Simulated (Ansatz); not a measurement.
# Na (Im-3m): the volume at zero pressure

Where does the pressure of Na (Im-3m) vanish? Whether the element takes this structure at low temperature is a separate question.

Program: Ansatz 0.2.0. Level of theory: DFT PBE, scalar-relativistic, plane waves, PAW. These are calculated values, not measurements.

### Step 1. The starting structure

It takes space group Im-3m (No. 229, cubic). The conventional cell has a = 4.282 Å, b = 4.282 Å, c = 4.282 Å, α = 90.00°, β = 90.00°, γ = 90.00°. Na (site symmetry m-3m) is surrounded by 8 Na at 3.71 Å.

Coordinates:

```
Na
1.0
    -2.14100    2.14100    2.14100
     2.14100   -2.14100    2.14100
     2.14100    2.14100   -2.14100
Na
1
Direct
  0.00000 0.00000 0.00000
```

### Step 2. First run, at the start cell

Input file input.yaml:

```yaml
crystal:
  lattice:
    - [-2.141, 2.141, 2.141]
    - [2.141, -2.141, 2.141]
    - [2.141, 2.141, -2.141]
  atoms:
    - { symbol: Na, position: [0.0, 0.0, 0.0] }
basis:
  ecutwfc: 420
  ecutrho_ratio: 4
kpoints:
  mp_grid: { grid: [14, 14, 14] }
hamiltonian:
  xc: pbe
scf:
  occupations: { method: gaussian, width: 0.05 }
output:
  forces: true
  stress: true
  eigenvalues: true
```

The run is started by

```console
$ ansatz run input.yaml --threads 1 --pin off --max-ram 2560MiB --backend cpu --events-out ev --progress --plain --runs-dir out
```

The runs that follow: A new volume, run 2; A new volume, run 3.

What does the calculation give? Wanted: volume; pressure; conventional cell; gap on the mesh.

As calculated:

| quantity | value |
| --- | --- |
| volume | 36.992 Å³/atom |
| pressure | -0.01 GPa |
| conventional cell | a = 4.198 Å, b = 4.198 Å, c = 4.198 Å, α = 90.00°, β = 90.00°, γ = 90.00° |
| gap on the mesh | none (metal) |

**Reading.** The volume went from 39.26 to 36.99 Å³/atom (-5.8 %), where 0.01 GPa is left.
